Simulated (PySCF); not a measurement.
# BiH: bond curves at several levels of theory

The task here is to estimate one member of a computed series from the others.

The runs use PySCF 2.14.0; Bi aug-cc-pVDZ-PP with ECP60, H aug-cc-pVDZ, scalar-relativistic core potentials.

The first run:

A driver script around PySCF takes these settings:

```yaml
atoms: Bi, H
charge: 0
basis: Bi aug-cc-pVDZ-PP with ECP60, H aug-cc-pVDZ
Hamiltonian: scalar-relativistic core potentials
basis_functions: 41
electrons_treated: 24
masses_in_u: 208.9804, 1.0078
levels: PBE0, PBE, r²SCAN, BHandHLYP, PBEsol, revPBE, LC-ωPBE, HF, MP2, SCS-MP2, CCSD, CCSD(T)
grid: 80 radial by 434 angular points
occupations: held fixed by the projection of orbital angular momentum
dissociation_limit: Bi + H, each in its ground configuration
starting_distance_in_angstrom: 1.780
values_of_2S_to_try: 0, 2, 4
```

Steps of the session up to this table: The job; PBE0 along the bond; Higher solutions at PBE0; PBE; r²SCAN; BHandHLYP; PBEsol; revPBE; LC-ωPBE; UHF; Adding correlation.

One table of the session follows, with a row left open; its other results are not shown here.

Energy (eV) from each level's lowest point:

```
R (Å)    UHF  UHF-MP2  UHF-SCS-MP2  UHF-CCSD  UHF-CCSD(T)
1.552  0.512    0.481        0.503       n/a          n/a
1.625  0.225    0.207        0.222     0.237        0.241
1.697  0.065    0.057        0.065     0.076        0.079
1.751  0.011    0.007        0.011     0.017        0.019
1.805  0.000    0.000        0.000     0.000        0.000
1.859      ?        ?            ?         ?            ?
1.931  0.098    0.107        0.101     0.077        0.073
2.022  0.235    0.263        0.257     0.200        0.193
2.130  0.428    0.523        0.528     0.392        0.381
2.274  0.666    0.909        0.941       n/a          n/a
```

Q: Estimate the row for R (Å) = 1.859 from the others.

Worked estimate for «UHF». A straight line through the neighbours (1.805, 0.000) and (1.931, 0.098) gives 0.000 + (0.098 − 0.000) × (1.859 − 1.805) / (1.931 − 1.805) = 0.042; a parabola fitted to 4 rows on both sides gives 0.028.

The run gave: UHF: 0.024; UHF-MP2: 0.027; UHF-SCS-MP2: 0.024; UHF-CCSD: 0.016; UHF-CCSD(T): 0.014. In «UHF» the line misses by +0.018 and the parabola by +0.004.

State 3 has its PBE0 minimum 1.24 eV higher. The other levels ran on the lowest alone.
